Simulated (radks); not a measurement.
**Valence configurations of Rb**

NIST gives [Kr] 5s1 as the ground configuration of Rb. Does this level of theory agree? Several fillings of the valence shells are run.

The numbers are computed with radks (a radial shooting solver on a logarithmic mesh, Libxc functionals) version 1 (Dirac Kohn-Sham, BLYP, spin-unpolarised, spherical densities, point nucleus; open shells fill j = l - 1/2 first), except any that are marked as measured or tabulated.

## (1) The atom as given

- element: rubidium (Z = 37)
- charge: 0
- electrons: 37
- configuration: [Kr] 5s1
- others tried: 4d1; 5p1; 4d0.5 5s0.5

## (2) [Kr] 5s1

Input:

```text
Z 37
configuration [Kr] 5s1
relativity Dirac
functional b88,lyp
spin unpolarised
j_filling energy
nucleus point
c 137.035999084
```

## (3) [Kr] 4d1

Changes since step 2:

```diff
@@ -1,3 +1,3 @@
 Z 37
-configuration [Kr] 5s1
+configuration [Kr] 4d1
 relativity Dirac
```

## (4) [Kr] 5p1

Changes since step 3:

```diff
@@ -1,3 +1,3 @@
 Z 37
-configuration [Kr] 4d1
+configuration [Kr] 5p1
 relativity Dirac
```

## (5) [Kr] 4d0.5 5s0.5

Changes since step 4:

```diff
@@ -1,3 +1,3 @@
 Z 37
-configuration [Kr] 5p1
+configuration [Kr] 4d0.5 5s0.5
 relativity Dirac
```

Before running it: what results should come out? Wanted: for each run, valence; E − E(NIST configuration); highest level; its energy; 1s shift.

**Answer**, as computed:

```tsv
valence	E − E(NIST configuration) (eV)	highest level	its energy (eV)	1s shift (eV)
5s1	0.000	5s1/2	-2.166	+0.00
4d0.5 5s0.5	1.135	4d3/2	-0.322	-0.83
5p1	1.595	5p1/2	-1.200	-1.43
4d1	2.310	4d3/2	-0.490	-1.23
```

What this shows: Theory agrees with NIST among these: the next, 4d0.5 5s0.5, lies 1.135 eV higher. The energies are those of spherical spin-averaged densities, not of single terms. The 1s eigenvalue shifts by up to 1.43 eV as the valence charge is rearranged.
